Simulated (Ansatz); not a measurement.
# MnF2: the cost of one run

Computed with Ansatz 0.2.0 (DFT LDA+U (U = 2 eV, J = 0.5 eV on Mn d), plane waves, PAW, unless a step's input says otherwise).

### Step 1. The structure to begin with

It takes space group P4_2/mnm (No. 136, tetragonal). The conventional cell has a = 4.873 Å, b = 4.873 Å, c = 3.310 Å, α = 90.00°, β = 90.00°, γ = 90.00°. Mn (site symmetry mmm) is surrounded by 6 F at 2.10 to 2.13 Å. Around F (site symmetry m2m) lie 3 Mn at 2.10 to 2.13 Å.

As a file:

```xyz
6
Lattice="4.8734 0.0000 0.0000 0.0000 4.8734 0.0000 0.0000 0.0000 3.3099" Properties=species:S:1:pos:R:3 pbc="T T T"
Mn    0.0000    0.0000    0.0000
Mn    2.4367    2.4367    1.6549
F     1.4864    1.4864    0.0000
F     0.9503    3.9231    1.6549
F     3.3870    3.3870    0.0000
F     3.9231    0.9503    1.6549
```

Magnetic order typed: ferromagnetic.

### Step 2. From atoms, symmetry kept, no search

input.yaml

```yaml
crystal:
  lattice:
    - [4.87339966, 0.0, 0.0]
    - [0.0, 4.87339966, 0.0]
    - [0.0, 0.0, 3.30989977]
  atoms:
    - { symbol: Mn, position: [0.0, 0.0, 0.0], spin: 5.0 }
    - { symbol: Mn, position: [0.5, 0.5, 0.5], spin: 5.0 }
    - { symbol: F, position: [0.305, 0.305, 0.0] }
    - { symbol: F, position: [0.195, 0.805, 0.5] }
    - { symbol: F, position: [0.695, 0.695, 0.0] }
    - { symbol: F, position: [0.805, 0.195, 0.5] }
basis:
  ecutwfc: 420
  ecutrho_ratio: 4
kpoints:
  mp_grid: { grid: [4, 4, 6] }
hamiltonian:
  xc: lda
  hubbard:
    sites:
      - { site: 0, l: d, u: 2.0, j: 0.5 }
      - { site: 1, l: d, u: 2.0, j: 0.5 }
scf:
  occupations: { method: gaussian, width: 0.05 }
  lower_state_search: "off"
  max_iter: 150
output:
  forces: true
  stress: true
  eigenvalues: true
  populations: true
  hubbard: { sites: [{ site: 0, l: d }, { site: 1, l: d }] }
magnetization:
  spin_polarized: true
```

Run with:

```console
$ ansatz run input.yaml --threads 4 --pin off --max-ram 6144MiB --backend cpu --events-out ev --progress --plain --runs-dir out
```

Q: Estimate wall time and peak memory on 4 threads of Arm Neoverse V2, shared host.

About 3.6 s, with a peak of 0.48 GiB.
